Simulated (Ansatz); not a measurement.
# CeO2: the cost of one run

Computed with Ansatz 0.2.0 (DFT with U by linear response, scalar-relativistic, plane waves, PAW, unless a step's input says otherwise).

### 1 Starting point

Symmetry: Fm-3m, No. 225, cubic system. Conventional cell: a = 5.410 Å, b = 5.410 Å, c = 5.410 Å, α = 90.00°, β = 90.00°, γ = 90.00°. Ce (site symmetry m-3m) is surrounded by 8 O at 2.34 Å. O (site symmetry -43m) is surrounded by 4 Ce at 2.34 Å.

As a file:

```cif
data_structure
_symmetry_space_group_name_H-M 'P 1'
_symmetry_Int_Tables_number 1
_cell_length_a 3.8253
_cell_length_b 3.8253
_cell_length_c 3.8253
_cell_angle_alpha 60.000
_cell_angle_beta 60.000
_cell_angle_gamma 60.000
_cell_volume 39.58
loop_
_atom_site_label
_atom_site_type_symbol
_atom_site_fract_x
_atom_site_fract_y
_atom_site_fract_z
_atom_site_occupancy
Ce1 Ce 0.00000 0.00000 0.00000 1
O1 O 0.25000 0.25000 0.25000 1
O2 O 0.75000 0.75000 0.75000 1
```

An earlier run on this cell at PBE gave 5.60 GPa at 13.193 Å³/atom (8×8×8 mesh), gap on the mesh 1.99 eV. The cell is compressed at this level.

All runs below keep this geometry.

### 2 PBE, one shot, started from U = 0, 2×2×2 q-mesh, all-electron orthogonalised atomic projectors

input.yaml

```yaml
crystal:
  lattice:
    - [0.0, 2.7048609279, 2.7048609279]
    - [2.7048609279, 0.0, 2.7048609279]
    - [2.7048609279, 2.7048609279, 0.0]
  atoms:
    - { symbol: Ce, position: [0.0, 0.0, 0.0] }
    - { symbol: O, position: [0.25, 0.25, 0.25] }
    - { symbol: O, position: [0.75, 0.75, 0.75] }
basis:
  ecutwfc: 420
  ecutrho_ratio: 4
kpoints:
  mp_grid: { grid: [6, 6, 6] }
hamiltonian:
  xc: pbe
  hubbard:
    sites: [{ species: Ce, l: f, u_eff: linear-response }]
    lr: { qmesh: [2, 2, 2] }
scf:
  occupations: { method: gaussian, width: 0.05 }
output:
  forces: true
  stress: true
  eigenvalues: true
  populations: true
  hubbard: { sites: [{ species: Ce, l: f }] }
  dos: { projected: true, de: 0.02 }
  write_density: true
  write_potential: true
  elf: true
  volumetric_format: npy
```

Run with:

```bash
ansatz run input.yaml --threads 4 --pin off --max-ram 6144MiB --backend cpu --events-out ev --progress --plain --runs-dir out
```

Q: Estimate wall time and peak memory on 4 threads of Arm Neoverse V2, shared host.

About 4.1 s, with a peak of 0.41 GiB.
